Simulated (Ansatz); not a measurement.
**CH5NZn: taking an electron away**

The task here is to estimate one member of a computed series from the others.

The runs use Ansatz 0.2.0, Gaussian basis; unrestricted cation, the program's frozen cores in correlated methods.

Plan: UKS PBE-D4/def2-TZVPP; UKS r2SCAN-D4/def2-TZVPP; UKS PBE0-D4/def2-TZVPP; UKS B3LYP-D4/def2-TZVPP; UKS wB97X-V/def2-TZVPP; UKS wB97M-V/def2-TZVPP; UKS B2PLYP (frozen core with 3s3p of Cu, Zn)/def2-TZVPP; UHF-CCSD(T) with 3s3p of Cu, Zn/def2-TZVPP; UHF-MP2 with 3s3p of Cu, Zn/def2-QZVPP; extrapolation to the limit; then −ε(HOMO) from the neutral's earlier runs with LDA (SPW92), PBE-D4, revPBE-D4, BLYP-D4, r2SCAN-D4, B97M-V, PBE0-D4, B3LYP-D4, r2SCANh-D4, r2SCAN0-D4, HSE06-D4, BHLYP-D4, CAM-B3LYP-D4, LC-ωPBE, ωB97X-V, ωB97M-V.

## Structure used throughout

The geometry comes from an earlier relaxation with PBE0-D4 in a triple-zeta def2 set; it is a stationary point, not always the lowest conformer.

8 atoms, charge 0, spin multiplicity 1.

Atoms are counted from 1 here; the program's logs count them from 0.

Bond lengths: C1–Zn2 1.927 Å, C1–H4 1.093 Å, C1–H5 1.092 Å, C1–H6 1.093 Å, Zn2–N3 1.822 Å, N3–H7 1.010 Å, N3–H8 1.010 Å. Angles: Zn2–C1–H4 110.7°, Zn2–C1–H5 111.2°, Zn2–C1–H6 110.8°, H4–C1–H5 108.1°, H4–C1–H6 107.8°, H5–C1–H6 108.2°, C1–Zn2–N3 176.0°, Zn2–N3–H7 119.2°, Zn2–N3–H8 119.2°, H7–N3–H8 108.2°.

The first run:

Contents of in.yaml:

```yaml
crystal:
  periodic: [false, false, false]
  atoms:
    - {symbol: C, position_ang: [-0.985819, 1.123399, -0.644567]}
    - {symbol: Zn, position_ang: [0.162442, -0.209962, 0.141044]}
    - {symbol: N, position_ang: [1.160052, -1.487693, 0.972416]}
    - {symbol: H, position_ang: [-1.868375, 0.657904, -1.090124]}
    - {symbol: H, position_ang: [-0.466115, 1.680917, -1.426609]}
    - {symbol: H, position_ang: [-1.328091, 1.834819, 0.110704]}
    - {symbol: H, position_ang: [2.024343, -1.222803, 1.421878]}
    - {symbol: H, position_ang: [1.301563, -2.376590, 0.515248]}
basis:
  gaussian: {orbitals: def2-TZVPP}
total_charge: 1
magnetization: {spin_polarized: true, initial_magnetization: 1}
hamiltonian: {xc: pbe, dispersion: d4}
```

The run is started by

```bash
ansatz run in.yaml --threads 4 --pin off --events-out ev --progress --plain --max-ram 10444MiB
```

Among the steps run: Cation, UKS PBE-D4/def2-TZVPP; Cation, UKS r2SCAN-D4/def2-TZVPP; Cation, UKS PBE0-D4/def2-TZVPP; Cation, UKS B3LYP-D4/def2-TZVPP; Cation, UKS wB97X-V/def2-TZVPP; Cation, UKS wB97M-V/def2-TZVPP; Cation, UKS B2PLYP (frozen core with 3s3p of Cu, Zn)/def2-TZVPP; Cation, UHF-CCSD(T) with 3s3p of Cu, Zn/def2-TZVPP; Cation, UHF-MP2 with 3s3p of Cu, Zn/def2-QZVPP.

One table of the session follows, with a row left open; its other results are not shown here.

It belongs to the step «Ionisation energies side by side». For comparison, −ε(HOMO) of the neutral from earlier runs:

```
  functional  −ε(HOMO) (eV)
 LDA (SPW92)           5.46
      PBE-D4           5.26
   revPBE-D4           5.19
     BLYP-D4           5.14
   r2SCAN-D4           5.51
      B97M-V           5.54
     PBE0-D4           6.59
    B3LYP-D4           6.36
  r2SCANh-D4           6.02
  r2SCAN0-D4           6.78
    HSE06-D4           6.18
    BHLYP-D4           7.85
CAM-B3LYP-D4              ?
     LC-ωPBE           9.48
     ωB97X-V           9.07
     ωB97M-V           8.99
```

**Question.** Estimate the row for CAM-B3LYP-D4.

The run gave: −ε(HOMO) (eV): 8.05. In the column «−ε(HOMO) (eV)» it lies between BHLYP-D4 (7.85) and ωB97M-V (8.99).
